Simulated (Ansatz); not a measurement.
# MgFe3O: the cost of one run

Method: DFT PBE, scalar-relativistic, plane waves, PAW, unless a step names another level, in Ansatz 0.2.0.

9 further runs of the same task are left out: 5 that didn't finish, 4 set aside as unsound or not needed.

## (1) The formula and the candidates

Pauling electronegativities: Mg 1.31, Fe 1.83, O 3.44 (spread 2.13). No set of common oxidation states balances it. Tabulated atomic sizes suggest about 11 Å³/atom. 21 candidates were drawn, by swapping species into database cells of other compounds, at random by space group and Wyckoff sites, or by hand, as the table says:

```
name                                                                 made from  space group no.                               Wyckoff sites  atoms (primitive cell)  V (Å³/atom)
 c01                                                  database cell of RbCaBr3              221                          Mg 1a; Fe 3d; O 1b                       5         13.4
 c02                                                                    random              166                          Mg 3a; Fe 9e; O 3b                       5         13.6
 c03             built by hand: Fe/MgO (001) superlattice, 1 MgO + 3 Fe layers              123                      Mg 1a; Fe 2h, 1b; O 1c                       5         11.7
 c04                                                                    random              191                          Mg 1b; Fe 3f; O 1a                       5         13.7
 c05                                                  database cell of CsInBr3               99                      Mg 1a; Fe 2c, 1a; O 1b                       5         12.3
 c06             built by hand: Fe/MgO (001) superlattice, 2 MgO + 6 Fe layers              129                  Mg 2c; Fe 2c, 2c, 2c; O 2c                      10         11.5
 c07                                                    database cell of KCdF3              221                          Mg 1b; Fe 3c; O 1a                       5         10.6
 c08                                                                    random               65                      Mg 2d; Fe 4l, 2c; O 2b                       5         12.8
 c09                                                                    random              191                          Mg 1b; Fe 3g; O 1a                       5         14.8
 c10                                                                    random              189                          Mg 1a; Fe 3f; O 1b                       5         11.7
 c11  built by hand: tilted tetragonal antiperovskite (Cr3GeN-related, I4/mcm)              140                      Mg 4b; Fe 8h, 4a; O 4c                      10         11.4
 c12                                                                    random               99                      Mg 1b; Fe 2c, 1b; O 1a                       5         12.1
 c13                                                   database cell of LaMoN3               99                      Mg 1b; Fe 2c, 1a; O 1a                       5         10.7
 c14                                                                    random              221                          Mg 1a; Fe 3c; O 1b                       5         13.5
 c15                                                                    random              123                      Mg 1b; Fe 2f, 1d; O 1a                       5         14.7
 c16                                                                    random              166                          Mg 3b; Fe 9d; O 3a                       5         11.6
 c17                                                   database cell of PrBPt3               99                      Mg 1a; Fe 2c, 1b; O 1b                       5         11.3
 c18                                                                    random              123                      Mg 1b; Fe 2e, 1a; O 1c                       5         12.9
 c19             built by hand: Fe/MgO (001) superlattice, 3 MgO + 9 Fe layers              123  Mg 2g, 1c; Fe 2h, 2g, 2h, 2g, 1d; O 2h, 1a                      15         11.3
 c20                                                                    random              183                      Mg 1a; Fe 2b, 1a; O 1a                       5         12.1
 c21                              built by hand: cubic antiperovskite (Fe3AlC)              221                          Mg 1a; Fe 3c; O 1b                       5         11.4
```

## (2) Screening run of c02

File input.yaml:

```yaml
crystal:
  lattice:
    - [2.65879419, 1.53505554, 2.77692123]
    - [-2.65879419, 1.53505554, 2.77692123]
    - [0.0, -3.07011108, 2.77692123]
  atoms:
    - { symbol: Mg, position: [0.0, 0.0, 0.0] }
    - { symbol: Fe, position: [0.5, 0.5, 0.0], spin: 4.0 }
    - { symbol: Fe, position: [0.0, 0.5, 0.5], spin: 4.0 }
    - { symbol: Fe, position: [0.5, 0.0, 0.5], spin: 4.0 }
    - { symbol: O, position: [0.5, 0.5, 0.5] }
basis:
  ecutwfc: 420
kpoints:
  mp_grid: { grid: [4, 4, 4] }
hamiltonian:
  xc: pbe
scf:
  occupations: { method: gaussian, width: 0.2 }
  lower_state_search: "off"
output:
  forces: true
  stress: true
  eigenvalues: true
  populations: true
magnetization:
  spin_polarized: true
relax:
  adjacent_minimum: "off"
  f_tol: 0.08
  max_steps: 16
  cell: { stress_tol: 0.8 }
```

The run is started by

```bash
> ansatz run input.yaml --threads 1 --pin off --max-ram 2560MiB --backend cpu --events-out ev --progress --plain --runs-dir out
```

What time and memory should one allow on 1 thread of Intel Xeon Platinum 8375C at 2.90GHz (Ice Lake), shared host?

About 46 s, with a peak of 0.44 GiB.
